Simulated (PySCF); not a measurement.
# C4H8AlN: the cost of one run

The runs use PySCF 2.14.0, with density-fitted response routines of our own; the level of theory stands in each step. All values are computed, except where a source is named. Atoms count from 0, in the outputs and in this text.

## (1) The starting structure

14 atoms, charge 0, multiplicity 1; geometry from: PBE0-D3(BJ)/def2-SVP.

Bonds of the start (Å): C0–N1 1.16, N1–Al2 2.23, Al2–C3 2.02, C3–C4 1.53, C4–C5 1.55, C5–C0 1.45, Al2–H6 1.60, Al2–H7 1.60, C3–H8 1.11, C3–H9 1.11, C4–H10 1.10, C4–H11 1.10, C5–H12 1.10, C5–H13 1.10.

## (2) Shielding tensors: PBE0/6-31G*

Job settings and geometry (Å):

```
{"job": {"kind": "nmr", "xc": "PBE0", "basis": "6-31G*", "pop": true}, "charge": 0, "multiplicity": 1}
C     -0.481221     0.689155     2.107030
N     -1.102803     0.005698     2.810970
Al    -1.705580    -1.524600     1.304785
C     -0.971637    -0.539250    -0.297353
C      0.340752     0.214625    -0.088947
C      0.222575     1.308509     1.003269
H     -3.291290    -1.528650     1.479615
H     -0.819187    -2.743285     1.837221
H     -1.737777     0.153377    -0.693982
H     -0.822689    -1.292210    -1.092365
H      0.699826     0.723387    -1.000307
H      1.139889    -0.481734     0.215934
H      1.199924     1.691410     1.333738
H     -0.378675     2.163160     0.652701
```

Method: GIAO PBE0/6-31G* NMR shielding, non-relativistic, gas phase.

Launch:

```bash
> OMP_NUM_THREADS=1 python probes_run.py task.json out
```

The driver reads the jobs from task.json and runs them one after another.

**Question.** How long does this first job take on 1 thread of Arm Neoverse V1, shared host, and how much memory does it need?

About 11 s, with a peak of 0.63 GiB.
